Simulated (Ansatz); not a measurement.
Born–Oppenheimer molecular dynamics of a periodic cell of 23 atoms, Na₇Fe₄O₁₂ (host Na2FeO3, host structure C2/m, one Na atom removed), cell charge -1. It goes on from the last frame of an earlier run, with new velocities.

Level of theory: Ansatz, DFT LDA, scalar-relativistic, plane waves, PAW. Settings: cutoff 420 eV, k mesh 2x2x2, fermi-dirac smearing 0.05 eV, spin collinear.

```yaml
ensemble: NVT, Langevin thermostat
time_step: 1 fs
steps_asked: 270
set_temperature: 910 K
friction: 0.01 /fs
seed: 925336
```

First frame:

```xyz
23
Lattice="0.8406 4.6435 5.4199 0.8406 -4.6435 5.4199 5.3488 0.0000 0.0000" Properties=species:S:1:pos:R:3
Na 4.593 -0.084 2.636
Na 3.812 1.372 5.396
Na 4.106 -1.503 5.333
Fe 2.040 1.548 2.658
Fe 2.053 -1.556 2.677
O 1.461 -0.011 1.628
O 2.657 -0.018 3.738
O 5.694 -1.899 3.720
O 5.614 1.723 3.835
O 4.453 -2.819 7.154
O 4.585 2.818 7.024
Na 1.482 -0.233 5.709
Na 2.744 -0.015 8.557
Na 1.148 -3.060 5.487
Na 0.899 3.068 5.520
Fe 5.504 1.471 8.002
Fe 5.469 -1.634 8.211
O 4.947 -0.041 7.106
O 5.929 -0.101 9.355
O 3.025 2.773 3.702
O 2.993 -2.698 3.721
O 1.963 1.629 7.014
O 1.665 -1.861 7.096
```

What does the run give?

All steps were run.

```
steps done                                               : 270
time covered                                             : 270 fs
mean temperature over the second half                    : 760 K
spread of the potential energy over the second half      : 14.7 meV per atom
mean potential energy of the second half above the start : 24.7 meV per atom
```

The mean temperature of the second half is 16 % below the set value. A run of 0.27 ps of so small a system gives no equilibrium averages. No Hubbard correction was used and the magnetic state wasn't searched. Limits of this set-up: coarse k mesh, a small cell, in which the defect meets its images, charged cell in a uniform background, uncorrected.

What happens to the structure?

Mean squared displacements from the first frame to the last, about the centre of mass: Na 0.14 Å², Fe 0.03 Å², O 0.08 Å². Another seed would give other details.

How do temperature and energy run in time?


| time (fs) | T (K) | potential energy less start (eV) |
| --- | --- | --- |
| 0 | 870 | 0.000 |
| 9 | 636 | 0.291 |
| 18 | 671 | 0.541 |
| 27 | 876 | 0.485 |
| 36 | 684 | 0.794 |
| 45 | 691 | 0.777 |
| 54 | 862 | 0.239 |
| 63 | 797 | 0.283 |
| 72 | 792 | 0.411 |
| 81 | 726 | 0.171 |
| 90 | 854 | -0.099 |
| 99 | 723 | 0.198 |
| 108 | 685 | 0.461 |
| 117 | 758 | 0.420 |
| 126 | 798 | 0.445 |
| 135 | 677 | 0.882 |
| 144 | 556 | 1.023 |
| 153 | 664 | 0.652 |
| 162 | 740 | 0.281 |
| 171 | 988 | -0.155 |
| 180 | 746 | 0.172 |
| 189 | 499 | 0.626 |
| 198 | 583 | 0.527 |
| 207 | 810 | 0.216 |
| 216 | 676 | 0.384 |
| 225 | 701 | 0.553 |
| 234 | 879 | 0.527 |
| 243 | 932 | 0.735 |
| 252 | 834 | 1.087 |
| 261 | 891 | 1.022 |
| 270 | 959 | 0.787 |

The run took 37 min on 4 threads of Intel(R) Xeon(R) Platinum 8488C (Sapphire Rapids), with other jobs on the host, peak memory 1.3 GiB.
